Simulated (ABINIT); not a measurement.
Crystal: ZrB.

```
Zr B
1.0
     0.00000    2.32500    2.32500
     2.32500    0.00000    2.32500
     2.32500    2.32500    0.00000
Zr B
1 1
Direct
  0.00000 0.00000 0.00000
  0.50000 0.50000 0.50000
```

| Item | Value |
| --- | --- |
| Program | ABINIT 10.8.3 (patched build) |
| Task | relaxation of cell and atoms |
| Functional | LDA |
| Potentials or basis | PseudoDojo NC SR LDA v0.4 stringent |
| Cutoff | 1034 eV |
| k mesh | 8 × 8 × 8 |
| Occupations | fermi-dirac, width 0.05 eV |
| Spin | no spin polarisation |

At the start: pressure 25.5 GPa; volume 12.57 Å³/atom.

How do energy, volume and symmetry change on relaxing?

Over 5 steps the energy falls by 111.7 meV/atom and the volume is 14.11 Å³/atom (+12.2 %); space group Fm-3m (No. 225, to 0.05 Å).

Step by step:
```csv
step,energy change (eV),largest force (eV/Å),pressure (GPa),volume (Å³)
1,0.0000,0.0000,25.55,25.14
2,-0.2000,0.0000,7.31,27.15
3,-0.2231,0.0000,0.79,28.09
4,-0.2234,0.0000,0.03,28.21
5,-0.2234,0.0000,0.00,28.21
```

Final structure:
```
Zr B
1.0
     0.00000    2.41621    2.41621
     2.41621    0.00000    2.41621
     2.41621    2.41621    0.00000
Zr B
1 1
Direct
  0.00000 0.00000 0.00000
  0.50000 0.50000 0.50000
```

Caveat: the volume moved by +12 % from the deposited cell, more than functionals usually miss.
